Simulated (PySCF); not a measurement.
**Towards the basis-set limit for CuO−**

An exercise on one series of results from a longer session: the logs are not shown, and one member is left open.

Method: CCSD(T) on RHF, scalar-relativistic core potentials; program: PySCF 2.14.0.

The first run:

```yaml
molecule: CuO−
state: singlet, unpaired electrons none
smaller_basis: Cu aug-cc-pVDZ-PP with ECP10, O aug-cc-pVDZ
larger_basis: Cu aug-cc-pVTZ-PP with ECP10, O aug-cc-pVTZ
frozen_core_orbitals: 5
extrapolation: correlation as n⁻³ (n = 2, 3), Hartree–Fock as (n+1)·exp(−9√n)
corrections: core–valence correlation
distances_Å: 1.4815, 1.5488, 1.6161, 1.6835, 1.7508, 1.8350, 1.9192
masses_u: 62.9296, 15.9949
dissociation_limit: Cu + O−
```

On the command line:

```
$ OMP_NUM_THREADS=4 python comp.py task.json out
```

One of the session's tables, all rows but one given; the rest of the session is left out.

Parts of the energy along the bond, in eV from Cu + O−:

```
 R (Å)  HF/CBS  CCSD corr.      (T)  core–valence
1.4815   0.999      -2.872  -0.5491        0.0101
1.5488   0.568      -2.867  -0.5963        0.0096
1.6161   0.349      -2.838  -0.6326        0.0123
1.6835   0.269      -2.793  -0.6541        0.0156
1.7508       ?           ?        ?             ?
1.8350   0.384      -2.682  -0.6586        0.0170
1.9192   0.541      -2.630  -0.6432        0.0148
```

Q: Estimate the row for R (Å) = 1.7508 from the others.

Worked estimate for «HF/CBS». A straight line through the neighbours (1.6835, 0.269) and (1.8350, 0.384) gives 0.269 + (0.384 − 0.269) × (1.7508 − 1.6835) / (1.8350 − 1.6835) = 0.320; a parabola fitted to 4 rows on both sides gives 0.286.

The run gave: HF/CBS: 0.283; CCSD corr.: -2.742; (T): -0.6622; core–valence: 0.0175. In «HF/CBS» the line misses by +0.037 and the parabola by +0.003.

Caveats from the session: An extrapolation from double and triple zeta is rough, so this isn't yet the limit.
